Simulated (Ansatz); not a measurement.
## NbTe: equation of state with PBE0

The system is NbTe.

```
Te Nb
1.0
     3.70297    0.00000    0.00000
    -1.85149    3.20687    0.00000
     0.00000    0.00000    3.69421
Te Nb
1 1
Direct
  0.66667 0.33333 0.00000
  0.00000 0.00000 0.50000
```

The cell comes from a database or a generator and needn't be the stable form of this composition.

```
Program             : Ansatz 0.2.0
Task                : equation of state
Functional          : PBE0
Potentials or basis : Ansatz PAW
Cutoff              : 420 eV
Density cutoff      : 1680 eV
k mesh              : 4 × 4 × 4
Occupations         : fermi-dirac, width 0.05 eV
Spin                : no spin polarisation
```

```yaml
Equilibrium_volume: 21.06 Å³/atom
Bulk_modulus_at_fixed_shape_and_positions: 142 GPa
Pressure_derivative_of_the_bulk_modulus: 4.6
```

Energy against volume, from the lowest point:
```
volume (Å³/atom)  energy (meV/atom)
          20.618               4.19
          21.057               0.00
          21.496               3.89
          21.934              15.01
          22.373              32.50
          22.812              55.75
          23.250              84.04
```

All runs of the series together: 4.6 min on 2 threads of Intel(R) Xeon(R) Processor @ 2.50GHz (Skylake/Cascade Lake) (shared host).

Caveat: the k mesh is coarse (spacing up to 0.49 Å⁻¹), so the values aren't converged, least of all with exact exchange; the cell was scaled at fixed shape and fractional positions, which overstates the stiffness of a crystal with free parameters, most of all of layers and chains; the PAW data sets were made with another functional, which shifts forces and pressure a little. The run has no spin-orbit coupling, so splittings on Te are missing.
